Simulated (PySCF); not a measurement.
# FGaH5N: runs on many settings

Aim: see how FGaH5N (`[NH3+][GaH2-][F]`) answers to the choice of functional, basis, grid and SCF options.

Programs: PySCF 2.14.0, with density-fitted response routines of our own. Each step states its level of theory. These are calculated values for one molecule in the gas phase, unless marked as measured. Atoms are numbered from 0 throughout.

### Step 1. Starting geometry

8 atoms, charge 0, multiplicity 1; geometry from: GFN2-xTB.

Bonds of the start (Å): N0–Ga1 2.18, Ga1–F2 1.75, N0–H3 1.02, N0–H4 1.02, N0–H5 1.02, Ga1–H6 1.54, Ga1–H7 1.54.

### Step 2. Shielding tensors: PBE0/pcSseg-1

Job settings and geometry (Å):

```
{"job": {"kind": "nmr", "xc": "PBE0", "basis": "pcSseg-1"}, "charge": 0, "multiplicity": 1}
N      1.044519     0.062366     0.102797
Ga    -1.107644    -0.245690    -0.025631
F     -1.231799     1.317376    -0.807252
H      1.666474    -0.627053     0.518196
H      1.339750     0.231947    -0.859339
H      1.155638     0.944955     0.603122
H     -1.583336    -0.246417     1.434620
H     -1.274546    -1.428072    -0.991078
```

With the program's defaults for keys left out, this is: GIAO PBE0/pcSseg-1 NMR shielding, non-relativistic, gas phase.

The run is started by

```sh
$ OMP_NUM_THREADS=1 python probes_run.py task.json out
```

This one command runs all jobs of the session in turn.

What it wrote:

```text
coarse grid: 30200 points
cycle   1  E = -2081.7554427122  dE = -5.851e-01  |g| = 1.114e+00  |ddm| = 2.394e+00
cycle   2  E = -2081.5510084112  dE =  2.044e-01  |g| = 1.626e+00  |ddm| = 1.462e+00
cycle   3  E = -2081.8751885500  dE = -3.242e-01  |g| = 2.190e-01  |ddm| = 1.072e+00
cycle   4  E = -2081.8817416773  dE = -6.553e-03  |g| = 6.880e-02  |ddm| = 1.455e-01
cycle   5  E = -2081.8822362507  dE = -4.946e-04  |g| = 8.153e-03  |ddm| = 3.757e-02
cycle   6  E = -2081.8822476953  dE = -1.144e-05  |g| = 2.927e-03  |ddm| = 7.216e-03
cycle   7  E = -2081.8822492556  dE = -1.560e-06  |g| = 6.189e-04  |ddm| = 1.902e-03
final grid: 62752 points
cycle   8  E = -2081.8822488667  dE = -1.086e-09  |g| = 7.953e-04  |ddm| = 1.214e-03
cycle   9  E = -2081.8822487861  dE =  8.060e-08  |g| = 1.062e-03  |ddm| = 1.097e-03
cycle  10  E = -2081.8822489707  dE = -1.846e-07  |g| = 4.398e-05  |ddm| = 6.221e-04
cycle  11  E = -2081.8822489710  dE = -2.606e-10  |g| = 1.489e-05  |ddm| = 3.178e-05
converged SCF energy = -2081.8822489710

GIAO shielding tensors (ppm)
atom      isotropic    diamagn.    paramagn.     s11        s22        s33       span
  0 N      235.040     316.466     -81.426    224.704    227.530    252.886     28.183
  1 Ga    1468.422    2637.634   -1169.212   1272.923   1452.954   1679.390    406.466
  2 F      390.414     478.126     -87.712    318.194    371.627    481.421    163.227
  3 H       29.872      29.662       0.209     23.777     24.504     41.335     17.558
  4 H       29.418      30.004      -0.586     23.356     26.153     38.746     15.391
  5 H       29.424      30.008      -0.583     23.373     26.130     38.770     15.397
  6 H       27.053      28.428      -1.375     20.934     21.776     38.449     17.516
  7 H       27.055      28.431      -1.376     20.945     21.763     38.458     17.514
```

It took 4.6 s on 1 thread of AMD EPYC 9R14, shared host; peak memory 0.46 GiB.

Shifts follow as δ = σ(reference) − σ, with reference shieldings (ppm) from runs at the same level and on the same kind of geometry: 1H TMS 31.72, 19F CFCl3 170.9, 15N NH3 267.7. The references are single molecules in the gas phase, so shifts against H2O, NH3, PH3, H3PO4 or CFCl3 are not on the usual liquid scales and can be off by tens of ppm. Atoms listed in one row are averaged.

```
     atoms                                     environment  σ (ppm)  δ (ppm)
    H6, H7                 hydrogen on a Ga bonded to F, N    27.05     4.66
H3, H4, H5  hydrogen on a donor nitrogen of a Lewis adduct    29.57     2.15
        N0                donor nitrogen of a Lewis adduct    235.0     32.7
       Ga1                          Ga bonded to F, N, 2 H     1468        –
        F2                           fluorine bonded to Ga    390.4   -219.5
```

The run also stored atomic charges by several schemes (e):

```
atoms  Mulliken    IAO  Hirshfeld  ESP fit
   N0     -0.50  -0.59      -0.17    -0.77
  Ga1      0.73   0.69       0.37     0.82
   F2     -0.54  -0.59      -0.35    -0.48
```

Mayer bond orders: N0–Ga1 0.29, Ga1–F2 0.76.

### Step 3. Excited states and response: PBE0/def2-SVPD

Same as in step 2 but for these lines:

```diff
@@ -1,2 +1,2 @@
-{"job": {"kind": "nmr", "xc": "PBE0", "basis": "pcSseg-1"}, "charge": 0, "multiplicity": 1}
+{"job": {"kind": "uv", "xc": "PBE0", "basis": "def2-SVPD", "nstates": 6, "ntriplets": 2}, "charge": 0, "multiplicity": 1}
 N      1.044519     0.062366     0.102797
```

Method: TDDFT PBE0/def2-SVPD, vertical, gas phase, core orbitals frozen in the response.

What it wrote:

```text
coarse grid: 30200 points
cycle   1  E = -2081.6576123738  dE = -5.587e-01  |g| = 7.389e-01  |ddm| = 3.095e+00
cycle   2  E = -2081.4876440512  dE =  1.700e-01  |g| = 1.285e+00  |ddm| = 1.531e+00
cycle   3  E = -2081.7438980745  dE = -2.563e-01  |g| = 1.230e-01  |ddm| = 1.036e+00
cycle   4  E = -2081.7459799411  dE = -2.082e-03  |g| = 4.126e-02  |ddm| = 1.249e-01
cycle   5  E = -2081.7462160041  dE = -2.361e-04  |g| = 5.385e-03  |ddm| = 3.490e-02
cycle   6  E = -2081.7462226027  dE = -6.599e-06  |g| = 2.120e-03  |ddm| = 7.516e-03
final grid: 62752 points
cycle   7  E = -2081.7462125681  dE =  6.250e-07  |g| = 2.796e-03  |ddm| = 4.727e-03
cycle   8  E = -2081.7462112361  dE =  1.332e-06  |g| = 3.807e-03  |ddm| = 5.004e-03
cycle   9  E = -2081.7462140731  dE = -2.837e-06  |g| = 1.862e-04  |ddm| = 2.944e-03
cycle  10  E = -2081.7462140785  dE = -5.350e-09  |g| = 1.818e-05  |ddm| = 1.252e-04
cycle  11  E = -2081.7462140785  dE = -6.094e-11  |g| = 5.249e-06  |ddm| = 2.001e-05
converged SCF energy = -2081.7462140785

Static polarisability (au): isotropic 41.881, principal 38.722 42.371 44.549

Singlet excitations
state   eV       nm        f      main configurations
  1   6.3442    195.4   0.00685   H->L 0.97
  2   7.1574    173.2   0.00849   H->L+1 0.95
  3   7.7237    160.5   0.05438   H->L+2 0.96
  4   7.7546    159.9   0.14538   H-1->L 0.97
  5   8.2815    149.7   0.23408   H->L+3 0.95
  6   8.5301    145.3   0.00493   H->L+4 0.48, H-2->L 0.42

Triplet excitations (Tamm-Dancoff, eV): 6.1149 6.8156
```

Run time: 4.5 s. Hardware: 1 thread of AMD EPYC 9R14, shared host; peak memory 0.53 GiB.

The orbitals next to the gap, with their largest atomic shares:

```
orbital      eV                       atoms
 HOMO−3  -10.17            F2 84 %, Ga1 9 %
 HOMO−2   -9.99   F2 74 %, Ga1 13 %, H6 5 %
 HOMO−1   -9.20  F2 32 %, Ga1 23 %, N0 18 %
   HOMO   -7.79  Ga1 36 %, H7 24 %, H6 24 %
   LUMO   -0.37  Ga1 31 %, H3 17 %, N0 16 %
 LUMO+1    0.75  Ga1 61 %, H6 10 %, H7 10 %
 LUMO+2    1.13  Ga1 57 %, H6 12 %, H7 12 %
```

With each of the 6 states as a Gaussian band of 0.4 eV half-width at 1/e, the curve within the window shown has maxima at 194 nm (ε 280), 152 nm (ε 12,000) L/(mol cm). Beyond the last state computed it falls off for lack of states. The curve at chosen wavelengths:

nm, ε (L/mol/cm) and a bar:
```
      140       1564 ####
      143       4379 ###########
      146       8130 #####################
      149      10812 ############################
      152      11512 ##############################
      155      11143 #############################
      158      10391 ###########################
      161       8931 #######################
      164       6661 #################
      167       4238 ###########
      170       2364 ######
      173       1231 ###
      176        650 ##
      179        376 #
      182        259 #
      185        227 #
      188        240 #
      191        268 #
      194        283 #
      197        273 #
      200        238 #
      203        189 
      206        136 
      209         90 
      212         56 
      215         32
```

Ground-state properties from the same run:

```
           property  computed
  dipole moment (D)      5.32
polarisability (Å³)      6.21
 HOMO–LUMO gap (eV)      7.42
      −ε(HOMO) (eV)      7.79
```

### Step 4. TDDFT and polarisability: B97-2/def2-SVP

Same as in step 3 but for these lines:

```diff
@@ -1,2 +1,2 @@
-{"job": {"kind": "uv", "xc": "PBE0", "basis": "def2-SVPD", "nstates": 6, "ntriplets": 2}, "charge": 0, "multiplicity": 1}
+{"job": {"kind": "uv", "xc": "B97-2", "basis": "def2-SVP", "nstates": 6, "ntriplets": 5, "tda": true, "scf": {"level_shift": 0.9, "max_cycle": 84}}, "charge": 0, "multiplicity": 1}
 N      1.044519     0.062366     0.102797
```

Level: TDA B97-2/def2-SVP, vertical, gas phase, core orbitals frozen in the response.

What it wrote:

```text
final grid: 62752 points
cycle   1  E = -2082.4372360280  dE = -4.817e-01  |g| = 7.859e-01  |ddm| = 2.346e+00
cycle   2  E = -2082.5578934211  dE = -1.207e-01  |g| = 3.611e-01  |ddm| = 6.572e-01
cycle   3  E = -2082.5816397478  dE = -2.375e-02  |g| = 1.376e-01  |ddm| = 2.333e-01
cycle   4  E = -2082.5864665563  dE = -4.827e-03  |g| = 6.327e-02  |ddm| = 1.092e-01
cycle   5  E = -2082.5877816316  dE = -1.315e-03  |g| = 2.879e-02  |ddm| = 5.931e-02
cycle   6  E = -2082.5882116740  dE = -4.300e-04  |g| = 1.702e-02  |ddm| = 3.708e-02
cycle   7  E = -2082.5883775264  dE = -1.659e-04  |g| = 1.070e-02  |ddm| = 2.416e-02
cycle   8  E = -2082.5884451958  dE = -6.767e-05  |g| = 6.887e-03  |ddm| = 1.587e-02
cycle   9  E = -2082.5884738528  dE = -2.866e-05  |g| = 4.473e-03  |ddm| = 1.053e-02
cycle  10  E = -2082.5884862789  dE = -1.243e-05  |g| = 2.976e-03  |ddm| = 7.023e-03
[... 3 cycles left out ...]
cycle  14  E = -2082.5884958205  dE = -5.068e-07  |g| = 6.352e-04  |ddm| = 1.426e-03
cycle  15  E = -2082.5884960580  dE = -2.374e-07  |g| = 4.257e-04  |ddm| = 9.676e-04
cycle  16  E = -2082.5884961665  dE = -1.085e-07  |g| = 2.953e-04  |ddm| = 6.527e-04
cycle  17  E = -2082.5884962176  dE = -5.113e-08  |g| = 2.039e-04  |ddm| = 4.442e-04
cycle  18  E = -2082.5884962418  dE = -2.419e-08  |g| = 1.401e-04  |ddm| = 3.029e-04
cycle  19  E = -2082.5884962532  dE = -1.143e-08  |g| = 9.651e-05  |ddm| = 2.069e-04
cycle  20  E = -2082.5884962586  dE = -5.400e-09  |g| = 6.687e-05  |ddm| = 1.414e-04
cycle  21  E = -2082.5884962612  dE = -2.604e-09  |g| = 4.639e-05  |ddm| = 9.707e-05
cycle  22  E = -2082.5884962624  dE = -1.226e-09  |g| = 3.214e-05  |ddm| = 6.680e-05
cycle  23  E = -2082.5884962630  dE = -6.116e-10  |g| = 2.229e-05  |ddm| = 4.609e-05
level shift removed, Fock matrix diagonalised once more
converged SCF energy = -2082.5884962630

Static polarisability (au): isotropic 33.001, principal 30.070 34.327 34.606

Singlet excitations
state   eV       nm        f      main configurations
  1   6.6888    185.4   0.00010   H->L 0.97
  2   7.5859    163.4   0.00058   H->L+1 0.96
  3   8.1044    153.0   0.16626   H-1->L 0.97
  4   8.6371    143.5   0.00604   H-2->L 0.90
  5   8.6617    143.1   0.00051   H->L+2 0.47, H-3->L 0.45
  6   8.7403    141.9   0.00421   H-3->L 0.53, H->L+2 0.38

Triplet excitations (Tamm-Dancoff, eV): 6.5247 7.3101 7.6445 8.0963 8.4008
```

It took 3.9 s on 1 thread of AMD EPYC 9R14, shared host; peak memory 0.42 GiB.

Despite a large level shift, the SCF converged in 23 cycles.

Key values: HOMO -7.34 eV, LUMO 0.35 eV; lowest singlet 6.69 eV.

### Step 5. Excited states and response: PBE0/def2-TZVPP

Job settings and geometry (Å):

```
{"job": {"kind": "uv", "xc": "PBE0", "basis": "def2-TZVPP", "nstates": 25, "ntriplets": 2, "tda": true, "scf": {"guess": "huckel"}}, "charge": 0, "multiplicity": 1}
N      1.044519     0.062366     0.102797
Ga    -1.107644    -0.245690    -0.025631
F     -1.231799     1.317376    -0.807252
H      1.666474    -0.627053     0.518196
H      1.339750     0.231947    -0.859339
H      1.155638     0.944955     0.603122
H     -1.583336    -0.246417     1.434620
H     -1.274546    -1.428072    -0.991078
```

Level: TDA PBE0/def2-TZVPP, vertical, gas phase, core orbitals frozen in the response.

What it wrote:

```text
final grid: 62752 points
cycle   1  E = -2080.9522023791  dE =  4.259e-01  |g| = 2.616e+00  |ddm| = 2.538e+00
cycle   2  E = -2079.8833639926  dE =  1.069e+00  |g| = 3.561e+00  |ddm| = 3.244e+00
cycle   3  E = -2082.1434664039  dE = -2.260e+00  |g| = 3.782e-01  |ddm| = 2.296e+00
cycle   4  E = -2082.1451791845  dE = -1.713e-03  |g| = 3.755e-01  |ddm| = 4.126e-01
cycle   5  E = -2082.1699953935  dE = -2.482e-02  |g| = 2.316e-02  |ddm| = 1.909e-01
cycle   6  E = -2082.1700580040  dE = -6.261e-05  |g| = 1.251e-02  |ddm| = 2.028e-02
cycle   7  E = -2082.1700718198  dE = -1.382e-05  |g| = 3.510e-03  |ddm| = 6.349e-03
cycle   8  E = -2082.1700732290  dE = -1.409e-06  |g| = 3.479e-04  |ddm| = 2.288e-03
cycle   9  E = -2082.1700732551  dE = -2.614e-08  |g| = 7.120e-05  |ddm| = 3.394e-04
cycle  10  E = -2082.1700732562  dE = -1.140e-09  |g| = 1.557e-05  |ddm| = 6.161e-05
cycle  11  E = -2082.1700732563  dE = -4.457e-11  |g| = 3.711e-06  |ddm| = 1.168e-05
converged SCF energy = -2082.1700732563

Static polarisability (au): isotropic 38.985, principal 36.004 39.573 41.379

Singlet excitations
state   eV       nm        f      main configurations
  1   6.4360    192.6   0.00052   H->L 0.97
  2   7.3589    168.5   0.00008   H->L+1 0.97
  3   7.8398    158.1   0.18524   H-1->L 0.97
  4   8.4205    147.2   0.01143   H->L+2 0.88
  5   8.5509    145.0   0.00297   H-2->L 0.89
  6   8.6905    142.7   0.00292   H-3->L 0.96
  7   8.8069    140.8   0.00573   H->L+3 0.79, H-1->L+1 0.17
  8   8.8667    139.8   0.04367   H-1->L+1 0.61, H->L+3 0.19, H-2->L+1 0.08
  9   8.9688    138.2   0.02575   H->L+4 0.88
 10   9.1373    135.7   0.03868   H-4->L 0.85
 11   9.5441    129.9   0.17841   H-2->L+1 0.79, H-1->L+1 0.09
 12   9.5636    129.6   0.03704   H-3->L+1 0.95
 13   9.7412    127.3   0.62833   H->L+5 0.82
 14   9.7559    127.1   0.04529   H-1->L+2 0.86
 15   9.9706    124.3   0.00042   H-1->L+3 0.92
 16  10.2686    120.7   0.07418   H-1->L+4 0.70, H->L+6 0.11
 17  10.3697    119.6   0.00105   H-4->L+1 0.64, H-1->L+4 0.16, H->L+6 0.11
 18  10.5048    118.0   0.00585   H-2->L+2 0.70, H-1->L+5 0.11, H->L+6 0.10
 19  10.5999    117.0   0.01871   H-1->L+5 0.41, H-2->L+2 0.20, H->L+6 0.16
 20  10.7176    115.7   0.05847   H-3->L+2 0.79, H-2->L+3 0.15
 21  10.7999    114.8   0.02566   H-2->L+3 0.82, H-3->L+2 0.14
 22  10.8422    114.4   0.09506   H-2->L+4 0.23, H->L+6 0.23, H-1->L+5 0.23
 23  10.9990    112.7   0.06988   H-3->L+3 0.81
 24  11.1308    111.4   0.01182   H-3->L+4 0.68, H-3->L+5 0.26
 25  11.1809    110.9   0.02221   H-4->L+2 0.53, H-2->L+4 0.27

Triplet excitations (Tamm-Dancoff, eV): 6.1656 6.9572
```

It took 8.2 s on 1 thread of AMD EPYC 9R14, shared host; peak memory 0.73 GiB.

Key values: HOMO -7.73 eV, LUMO -0.17 eV; lowest singlet 6.44 eV.

### Step 6. Excited states and response: revPBE/def2-SVPD

Same as in step 5 but for these lines:

```diff
@@ -1,2 +1,2 @@
-{"job": {"kind": "uv", "xc": "PBE0", "basis": "def2-TZVPP", "nstates": 25, "ntriplets": 2, "tda": true, "scf": {"guess": "huckel"}}, "charge": 0, "multiplicity": 1}
+{"job": {"kind": "uv", "xc": "revPBE", "basis": "def2-SVPD", "nstates": 3, "ntriplets": 2, "tda": false}, "charge": 0, "multiplicity": 1}
 N      1.044519     0.062366     0.102797
```

Level: TDDFT revPBE/def2-SVPD, vertical, gas phase, core orbitals frozen in the response.

What it wrote:

```text
coarse grid: 30200 points
cycle   1  E = -2081.8393203151  dE = -4.759e-01  |g| = 9.189e-01  |ddm| = 3.223e+00
cycle   2  E = -2081.1319484198  dE =  7.074e-01  |g| = 2.246e+00  |ddm| = 3.792e+00
cycle   3  E = -2081.9406537552  dE = -8.087e-01  |g| = 3.988e-01  |ddm| = 3.274e+00
cycle   4  E = -2081.9651316068  dE = -2.448e-02  |g| = 8.771e-02  |ddm| = 4.082e-01
cycle   5  E = -2081.9661392617  dE = -1.008e-03  |g| = 3.100e-02  |ddm| = 9.400e-02
cycle   6  E = -2081.9663626634  dE = -2.234e-04  |g| = 1.086e-02  |ddm| = 3.587e-02
cycle   7  E = -2081.9663863421  dE = -2.368e-05  |g| = 2.050e-03  |ddm| = 9.954e-03
cycle   8  E = -2081.9663871807  dE = -8.386e-07  |g| = 1.361e-04  |ddm| = 2.180e-03
final grid: 62752 points
cycle   9  E = -2081.9663813278  dE = -6.063e-08  |g| = 1.754e-04  |ddm| = 5.658e-03
cycle  10  E = -2081.9663813158  dE =  1.206e-08  |g| = 3.214e-04  |ddm| = 4.634e-04
cycle  11  E = -2081.9663813334  dE = -1.765e-08  |g| = 4.823e-05  |ddm| = 2.768e-04
cycle  12  E = -2081.9663813338  dE = -4.015e-10  |g| = 1.344e-05  |ddm| = 4.918e-05
converged SCF energy = -2081.9663813338

Static polarisability (au): isotropic 44.174, principal 40.914 44.389 47.220

Singlet excitations
state   eV       nm        f      main configurations
  1   5.3096    233.5   0.00170   H->L 1.00
  2   6.5507    189.3   0.07553   H-1->L 0.98
  3   6.5643    188.9   0.00324   H->L+1 0.99

Triplet excitations (Tamm-Dancoff, eV): 5.2083 6.2686
```

It took 6 s on 1 thread of AMD EPYC 9R14, shared host; peak memory 0.46 GiB.

In short: HOMO -6.39 eV, LUMO -1.12 eV; lowest singlet 5.31 eV.

### Step 7. Run by run: electronic excitations

Excitations and ground-state properties, with basis size and wall time:

```
             run  lowest singlet (eV)  brightest (eV)      f  gap (eV)  α (Å³)  μ (D)  functions   time
  PBE0/def2-SVPD                 6.34            8.28  0.234      7.42    6.21   5.32        121  4.5 s
  B97-2/def2-SVP                 6.69            8.10  0.166      7.69    4.89   5.44         85  3.9 s
 PBE0/def2-TZVPP                 6.44            9.74  0.628      7.56    5.78   5.29        180  8.2 s
revPBE/def2-SVPD                 5.31            6.55  0.076      5.27    6.55   5.24        121    6 s
```

### Step 8. Summary of results

| quantity | value |
| --- | --- |
| 1H shifts against TMS (PBE0/pcSseg-1, means over atoms taken as alike) | 4.66, 2.15 ppm |
| 15N shifts against NH3 (PBE0/pcSseg-1) | 32.7 ppm |
| 19F shifts against CFCl3 (PBE0/pcSseg-1) | -219.5 ppm |
| shieldings of Ga (PBE0/pcSseg-1) | Ga1 1468.4 ppm |
| lowest singlet (PBE0/def2-SVPD) | 6.34 eV (195 nm), f = 0.007 |
| brightest single state of those computed | state 5, 8.28 eV, f = 0.234 |
| lowest triplet | 6.11 eV |
| range of the lowest singlet | 5.31 to 6.69 eV |

Single values in the summary come from the first sound run of each kind (PBE0/pcSseg-1; PBE0/def2-SVPD), which need not be the best level. At PBE0/pcSseg-1: The widest tensor belongs to Ga1: span 406 ppm, with a paramagnetic part of -1169 ppm. The lowest singlet, at 6.34 eV, is HOMO→LUMO 0.97 and is weak; of the 6 states computed, the strongest absorption comes from state 5 at 8.28 eV. The lowest triplet lies 0.23 eV below the lowest singlet (triplets in Tamm-Dancoff, singlets in full TDDFT). At PBE0/def2-SVPD, states above −ε(HOMO) (7.79 eV) lie where TDDFT describes them poorly and they hang on the basis; the brightest is among them. The lowest singlet runs from 5.31 eV (revPBE/def2-SVPD) to 6.69 eV (B97-2/def2-SVP), while the orbital gap spans 5.27 to 7.69 eV. Some runs use the Tamm-Dancoff approximation and others full TDDFT, which shifts states apart from functional and basis. The lowest state need not be the same one in every run. The runs solved for a few states only, so the brightest column depends on that window. Spin-orbit coupling is left out, which matters for shieldings and couplings at and beside the heavy atoms.
